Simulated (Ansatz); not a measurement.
# TlNi3O8: the cost of one run

Program: Ansatz 0.2.0. Level of theory: DFT, PBE, with U_eff = 1.2 eV on Ni d, collinear spin, plane waves, PAW. These are calculated values, not measurements.

## (1) The structure

The structure is monoclinic, space group C2/m (No. 12). The conventional cell has a = 8.382 Å, b = 5.350 Å, c = 7.483 Å, α = 90.00°, β = 95.00°, γ = 90.00°. Ni (site symmetry m) is surrounded by 4 O at 1.58 to 1.77 Å. Around O (site symmetry m) lie 2 Ni at 1.77 to 1.84 Å. Around Ni (site symmetry 2/m) lie 6 O at 1.84 to 1.92 Å. Tl (site symmetry 2/m) is surrounded by 6 O at 2.74 to 2.77 Å. O (site symmetry 1) has 2 Ni at 1.60 to 1.92 Å as nearest neighbours. O (site symmetry m) has 1 Ni at 1.58 Å as nearest neighbours.

Its coordinates follow in the input file.

It starts from an earlier solution of the starting cell (checkpoint.read).

## (2) The relaxation

input.yaml reads:

```yaml
crystal:
  lattice:
    - [4.19119011, 2.67512412, 0.0]
    - [4.19119011, -2.67512412, 0.0]
    - [0.65214316, 0.0, -7.45404957]
  atoms:
    - { symbol: Ni, position: [0.62, 0.62, 0.71], spin: 2.0 }
    - { symbol: Ni, position: [0.38, 0.38, 0.29], spin: 2.0 }
    - { symbol: O, position: [0.22, 0.22, 0.46], spin: 0.0 }
    - { symbol: O, position: [0.78, 0.78, 0.54], spin: 0.0 }
    - { symbol: Ni, position: [0.0, 0.0, 0.5], spin: 2.0 }
    - { symbol: Tl, position: [0.0, 0.0, 0.0], spin: 0.0 }
    - { symbol: O, position: [0.27, 0.77, 0.68], spin: 0.0 }
    - { symbol: O, position: [0.23, 0.73, 0.32], spin: 0.0 }
    - { symbol: O, position: [0.73, 0.23, 0.32], spin: 0.0 }
    - { symbol: O, position: [0.77, 0.27, 0.68], spin: 0.0 }
    - { symbol: O, position: [0.69, 0.69, 0.9], spin: 0.0 }
    - { symbol: O, position: [0.31, 0.31, 0.1], spin: 0.0 }
kpoints:
  mp_grid: { grid: [4, 4, 3], shift: [0, 0, 0] }
magnetization:
  spin_polarized: true
scf:
  occupations: { method: fermi_dirac }
  lower_state_search: "off"
hamiltonian:
  pseudopotentials: { kind: paw }
  xc: pbe
  hubbard: { projectors: atomic, sites: [{ species: Ni, l: d, u_eff: 1.2 }] }
basis:
  ecutwfc: 420
  fft_grid_basis: typed
relax:
  max_steps: 60
output:
  forces: true
  stress: true
  eigenvalues: true
  populations: true
  elf: true
  write_potential: true
  volumetric_format: npy
  dos:
    e_range: [-12, 8]
    de: 0.05
    projected: { site_lists: { Ni: [Ni], O: [O], Tl: [Tl] } }
  bader: false
checkpoint:
  read: saved_state
```

On the command line:

```bash
$ ansatz run input.yaml --threads 2 --pin off --max-ram 4096MiB --backend cpu --events-out ev --progress --plain --runs-dir out
```

**Question.** How long does this run take on 2 threads of Arm Neoverse V1, shared host, and how much memory does it need?

About 4.6 min, with a peak of 0.75 GiB.
